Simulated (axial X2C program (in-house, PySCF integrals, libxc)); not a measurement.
**Linear ClTeCl⁻ at several levels**

How do method and spin–orbit coupling move the bonds and stretches of ClTeCl⁻, held linear?

Program: an in-house X2C program for linear molecules on PySCF integrals. Level of theory: all-electron X2C, two-component (2c) or spin-free, Cl dyall-av3z, Te dyall-v3z. These are calculated values, not measurements.

All values are calculated.

2 further runs of the same task are left out: 2 set aside as unsound or not needed.

## (1) Input

task.json

```json
{"zs": [17, 52, 17], "q": -1, "bas": ["dyall-av3z", "dyall-v3z", "dyall-av3z"], "r0": [2.35, 2.35], "symm": 1, "scan": ["PBE0", "HF", "PBE"], "levels": ["PBE0", "HF", "B3LYP"], "nst": 2}
```

Keys: zs atomic numbers; q charge; bas basis sets; r0 starting distance in Å; symm equal bonds; scan levels of the two-bond scan (MP2 follows by itself at each HF point); levels methods; nst determinants followed.

Command:

```
$ python solin.py task.json out
```

Masses Cl 34.969, Te 129.906, Cl 34.969 u.

## (2) Scan at PBE0, 2c

State: Ω = 3/2 (beyond evenly filled blocks: ω = 3/2). Energies above the lowest point, from the job's result record:

```csv
r(Cl–Te) (Å),r(Te–Cl) (Å),E (meV)
2.5165,2.5165,44.35
2.5165,2.5810,17.89
2.5165,2.6455,17.86
2.5810,2.5165,17.89
2.5810,2.5810,0.00
2.5810,2.6455,7.90
2.5810,2.7101,35.33
2.6455,2.5165,17.86
2.6455,2.5810,7.90
2.6455,2.6455,23.13
2.7101,2.5810,35.33
2.7101,2.7101,97.84
```

A quadratic surface with cubic terms in each bond gives the minimum at 2.589 and 2.589 Å, force constants 0.948, 0.948 and coupling 0.28 mdyn/Å.

## (3) Scan at HF, 2c

State: Ω = 3/2 (beyond evenly filled blocks: ω = 3/2). Energies above the lowest point, from the job's result record:

```csv
r(Cl–Te) (Å),r(Te–Cl) (Å),E (meV)
2.5165,2.5165,112.71
2.5165,2.5810,59.93
2.5165,2.6455,34.00
2.5810,2.5165,59.93
2.5810,2.5810,19.07
2.5810,2.6455,4.30
2.5810,2.7101,9.38
2.6455,2.5165,34.00
2.6455,2.5810,4.30
2.6455,2.6455,0.00
2.7101,2.5810,9.38
2.7101,2.7101,38.88
```

A quadratic surface with cubic terms in each bond gives the minimum at 2.633 and 2.633 Å, force constants 0.802, 0.802 and coupling 0.40 mdyn/Å.

## (4) Scan at PBE, 2c

State: Ω = 3/2 (beyond evenly filled blocks: ω = 3/2). Energies above the lowest point, from the job's result record:

```csv
r(Cl–Te) (Å),r(Te–Cl) (Å),E (meV)
2.5165,2.5165,74.84
2.5165,2.5810,35.99
2.5165,2.6455,24.53
2.5810,2.5165,35.99
2.5810,2.5810,4.60
2.5810,2.6455,0.00
2.5810,2.7101,15.85
2.6455,2.5165,24.53
2.6455,2.5810,0.00
2.6455,2.6455,1.71
2.7101,2.5810,15.85
2.7101,2.7101,50.30
```

A quadratic surface with cubic terms in each bond gives the minimum at 2.617 and 2.617 Å, force constants 0.887, 0.887 and coupling 0.24 mdyn/Å.

## (5) Comparison

| level | r(Cl–Te) (Å) | r(Te–Cl) (Å) | lower stretch (cm⁻¹) | upper stretch (cm⁻¹) |
| --- | --- | --- | --- | --- |
| PBE0, 2c | 2.589 | 2.589 | 222.9 | 244.3 |
| HF, 2c | 2.633 | 2.633 | 172.7 | 241.7 |
| PBE, 2c | 2.617 | 2.617 | 219.3 | 234.1 |
| MP2, 2c | 2.576 | 2.576 | 226.9 | 253.6 |
| PBE0, spin-free | 2.580 | 2.580 | 224.8 | 248.2 |
| HF, spin-free | 2.622 | 2.622 | 175.0 | 247.4 |
| PBE, spin-free | 2.607 | 2.607 | 221.2 | 238.1 |
| MP2, spin-free | 2.568 | 2.568 | 228.8 | 256.2 |

Scans not shown above were run alike.

In words: Over the levels the Cl–Te bond spans 2.568 to 2.633 Å and the Te–Cl bond 2.568 to 2.633 Å. At PBE0 going from spin-free to two-component moves the bonds by +0.009 and +0.009 Å. Each state is one determinant, the lowest of a limited PBE0 search; the stretches come from a fit to few points and are good to some per cent at best. The lower stretch spreads by more than a fifth over the levels, so it depends strongly on the method. The stretches are sorted by size, and where the two bonds are alike the symmetric and antisymmetric modes can swap order between levels. MP2 freezes inner shells (threshold -2 hartree). For an anion the highest level of a functional can be positive, and the basis then holds the extra electron. The molecule was held linear; bending was not examined, so a bent shape may lie lower. Note: functional without a current term on a determinant with orbital currents, of the molecule or an atom.
